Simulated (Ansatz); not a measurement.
**Molecular dynamics of Li**

input.yaml

```yaml
accuracy: low
crystal:
  lattice:
    - [7.312873, 0.0, 0.0]
    - [0.0, 7.312873, 0.0]
    - [0.0, 0.0, 7.312873]
  atoms:
    - { symbol: Li, position: [0.01461751, 0.02075203, -0.03251307] }
    - { symbol: Li, position: [0.52048309, -0.0433662, -0.0417226] }
    - { symbol: Li, position: [-0.02165806, 0.50539735, 0.00594596] }
    - { symbol: Li, position: [-0.0199892, -0.00540115, 0.51605203] }
    - { symbol: Li, position: [0.21586102, 0.25600676, 0.2232659] }
    - { symbol: Li, position: [0.50664382, 0.48097925, -0.02439594] }
    - { symbol: Li, position: [0.48743788, 0.0080692, 0.5074267] }
    - { symbol: Li, position: [0.74233187, 0.24789288, 0.24034612] }
    - { symbol: Li, position: [-0.0326958, 0.50755107, 0.51065054] }
    - { symbol: Li, position: [0.24983606, 0.75263929, 0.22212581] }
    - { symbol: Li, position: [0.22016657, 0.21838481, 0.76024352] }
    - { symbol: Li, position: [0.51018396, 0.52394109, 0.5324087] }
    - { symbol: Li, position: [0.75734086, 0.79983889, 0.23038748] }
    - { symbol: Li, position: [0.7435721, 0.25362305, 0.77579293] }
    - { symbol: Li, position: [0.3048888, 0.73909954, 0.7879983] }
    - { symbol: Li, position: [0.77395729, 0.73893383, 0.73921814] }
basis:
  ecutwfc: 500.0
kpoints:
  mp_grid: { grid: [2, 2, 2] }
hamiltonian:
  xc: r2scan
scf:
  occupations: { method: fermi_dirac, width: 0.1 }
  lower_state_search: "off"
md:
  timestep: 1.5
  n_steps: 30
  ensemble: npt_langevin
  temperature: 630.0
  initial_velocities: maxwell_boltzmann
  seed: 551782
  friction: 0.005
  pressure: 20.0
  fix_cell: [shape]
```

Command:

```bash
$ ansatz run input.yaml --threads 1 --pin off --max-ram 3072MiB --backend cpu --events-out ev --progress --plain --runs-dir out
```

It goes on from the last frame of an earlier run, with new velocities.

Output, in part (one step line in 2):

```
md step     0: t =     0.00 fs  T =   590.6 K  F+E_penalty+E_count = -3280.98312236 eV  E_kin = 1.221507 eV  conserved = -3231.26724531 eV  P_inst = -0.7299 GPa  V = 391.0786 Å³  selection 1  (8 SCF iters)
md step     2: t =     3.00 fs  T =   659.7 K  F+E_penalty+E_count = -3281.06943196 eV  E_kin = 1.364306 eV  conserved = -3231.26758260 eV  P_inst = -0.6857 GPa  V = 389.4845 Å³  selection 1  (7 SCF iters)
md step     4: t =     6.00 fs  T =   736.5 K  F+E_penalty+E_count = -3281.15754032 eV  E_kin = 1.523186 eV  conserved = -3231.26804424 eV  P_inst = -0.5717 GPa  V = 385.1703 Å³  selection 1  (7 SCF iters)
md step     6: t =     9.00 fs  T =   740.3 K  F+E_penalty+E_count = -3281.23128191 eV  E_kin = 1.531050 eV  conserved = -3231.26861328 eV  P_inst = -0.4208 GPa  V = 378.1868 Å³  selection 1  (5 SCF iters)
md step     8: t =    12.00 fs  T =   746.3 K  F+E_penalty+E_count = -3281.27694472 eV  E_kin = 1.543431 eV  conserved = -3231.26947084 eV  P_inst = -0.1724 GPa  V = 368.6101 Å³  selection 1  (5 SCF iters)
md step    10: t =    15.00 fs  T =   734.1 K  F+E_penalty+E_count = -3281.28666150 eV  E_kin = 1.518268 eV  conserved = -3231.27023539 eV  P_inst = 0.1699 GPa  V = 356.8766 Å³  selection 2  (9 SCF iters)
md step    12: t =    18.00 fs  T =   715.3 K  F+E_penalty+E_count = -3281.24616188 eV  E_kin = 1.479388 eV  conserved = -3231.27114907 eV  P_inst = 0.6345 GPa  V = 343.3360 Å³  selection 2  (6 SCF iters)
md step    14: t =    21.00 fs  T =   723.7 K  F+E_penalty+E_count = -3281.15019056 eV  E_kin = 1.496670 eV  conserved = -3231.27186240 eV  P_inst = 1.2631 GPa  V = 328.4334 Å³  selection 2  (5 SCF iters)
md step    16: t =    24.00 fs  T =   764.4 K  F+E_penalty+E_count = -3280.97592500 eV  E_kin = 1.580874 eV  conserved = -3231.27283278 eV  P_inst = 2.0898 GPa  V = 312.6597 Å³  selection 3  (7 SCF iters)
md step    18: t =    27.00 fs  T =   725.1 K  F+E_penalty+E_count = -3280.70991876 eV  E_kin = 1.499566 eV  conserved = -3231.27368094 eV  P_inst = 3.0690 GPa  V = 296.4522 Å³  selection 3  (5 SCF iters)
md step    20: t =    30.00 fs  T =   706.1 K  F+E_penalty+E_count = -3280.32907852 eV  E_kin = 1.460361 eV  conserved = -3231.27432347 eV  P_inst = 4.3149 GPa  V = 280.1215 Å³  selection 4  (7 SCF iters)
md step    22: t =    33.00 fs  T =   728.4 K  F+E_penalty+E_count = -3279.80641464 eV  E_kin = 1.506359 eV  conserved = -3231.27526623 eV  P_inst = 5.8969 GPa  V = 263.9219 Å³  selection 4  (5 SCF iters)
md step    24: t =    36.00 fs  T =   702.5 K  F+E_penalty+E_count = -3279.12340315 eV  E_kin = 1.452779 eV  conserved = -3231.27566923 eV  P_inst = 7.7884 GPa  V = 248.0545 Å³  selection 5  (7 SCF iters)
md step    26: t =    39.00 fs  T =   703.7 K  F+E_penalty+E_count = -3278.29834622 eV  E_kin = 1.455277 eV  conserved = -3231.27614399 eV  P_inst = 10.0512 GPa  V = 232.9899 Å³  selection 6  (8 SCF iters)
md step    28: t =    42.00 fs  T =   668.8 K  F+E_penalty+E_count = -3277.29476198 eV  E_kin = 1.383095 eV  conserved = -3231.27656290 eV  P_inst = 12.7013 GPa  V = 218.6634 Å³  selection 6  (6 SCF iters)
md step    30: t =    45.00 fs  T =   684.5 K  F+E_penalty+E_count = -3276.09689573 eV  E_kin = 1.415600 eV  conserved = -3231.27680473 eV  P_inst = 15.8809 GPa  V = 205.1028 Å³  selection 7  (7 SCF iters)
```

All steps were run. The conserved energy stayed within 0.61 meV per atom of its start (net change -0.6 meV per atom), so the integration is sound. The mean temperature of the second half is 15 % above the set value. A run of 0.045 ps of so small a system gives no equilibrium averages. Limits of this set-up: coarse k mesh, low accuracy level. The cell's volume went from 391 to 205 Å³.

Mean squared displacements from the first frame to the last, about the centre of mass, the cell's change included: Li 1.07 Å².

Last frame:

```xyz
16
Lattice="5.8974 0.0000 0.0000 0.0000 5.8974 0.0000 0.0000 0.0000 5.8974" Properties=species:S:1:pos:R:3
Li -0.120 -0.038 0.147
Li 2.942 0.495 -0.331
Li -0.106 2.928 0.338
Li 0.207 -0.006 3.195
Li 1.736 1.093 1.305
Li 3.053 3.221 0.379
Li 2.864 0.018 3.168
Li 4.350 1.169 1.398
Li 0.086 2.746 2.516
Li 1.595 4.589 1.585
Li 1.170 1.792 4.559
Li 2.594 2.395 2.753
Li 4.461 4.456 1.691
Li 4.394 1.807 4.204
Li 1.021 4.181 4.349
Li 4.379 4.607 4.532
```

Time of the run: 12 min on 1 thread of Arm Neoverse V1, on a shared host, peak memory 0.69 GiB.
